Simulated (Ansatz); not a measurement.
**AsH2− (triplet): RPA-PBE over vertical spin and charge gaps, aug-cc-pVDZ**

How well do these functionals follow the top wave-function level for AsH2− (triplet) over vertical spin and charge gaps?

Computed with Ansatz 0.2.0, Gaussian basis. Level: aug-cc-pVDZ, all electrons in the functionals, frozen cores in the correlation of double hybrids and RPA.

The runs, in order: RPA-PBE, at charge -1, triplet; charge -1, singlet; charge -1, quintet; charge 0, doublet; charge 0, quartet.

5 further runs of the same task are left out: 5 set aside as unsound or not needed.

## (1) The geometry

The geometry is a PBE0/def2-TZVPD stationary point (not a proven minimum). No spin-orbit coupling is included. The filled d shell of As may be among the frozen orbitals whatever the setting's name suggests; the logs give the count.

3 atoms, charge -1, spin multiplicity 3.

Atoms are counted from 1 here; the program's logs count them from 0.

Bond lengths: As1–H2 1.529 Å.

No dispersion term is added.

The geometry shown and the zero of energy belong to the point charge -1, triplet. The yardstick, RCCSDTQ, and other wave-function levels (R restricted, U unrestricted, valence and pair active spaces) come from earlier runs.

## (2) RPA-PBE, charge -1, triplet

Contents of in.yaml:

```yaml
crystal:
  periodic: [false, false, false]
  atoms:
    - {symbol: As, position_ang: [0.000000, 0.019104, 0.027157]}
    - {symbol: H, position_ang: [0.000000, -1.503296, -0.111117]}
    - {symbol: H, position_ang: [0.000000, 0.083270, -1.907532]}
basis:
  gaussian: {orbitals: aug-cc-pVDZ}
total_charge: -1
magnetization: {spin_polarized: true, initial_magnetization: 2}
hamiltonian: {xc: {name: PBE}}
correlation: {method: rpa, electrons: outside_noble_gas}
```

The run is started by

```console
ansatz run in.yaml --threads 1 --pin off --events-out ev --progress --plain --max-ram 4096MiB --backend cpu
```

The runs that follow: RPA-PBE, charge -1, singlet; RPA-PBE, charge -1, quintet; RPA-PBE, charge 0, doublet; RPA-PBE, charge 0, quartet.

**Question.** What will the summary of the whole plan be? Wanted: triplet to singlet, RCCSDTQ; triplet to quintet, RCCSDTQ; removing an electron; largest miss, RPA-PBE (for each run or level that gives them).

The runs gave:

| quantity | value |
| --- | --- |
| triplet to singlet, RCCSDTQ | -1.563 eV |
| triplet to quintet, RCCSDTQ | 4.231 eV |
| removing an electron (doublet), RCCSDTQ | -0.368 eV |
| removing an electron (quartet), RCCSDTQ | 3.446 eV |
| largest miss, RPA-PBE | +0.291 eV (removing an electron (quartet)) |

In words: RPA-PBE strays by up to 0.291 eV, at removing an electron (quartet). Functionals and the yardstick converge differently with the basis, so part of each miss in aug-cc-pVDZ is the basis.
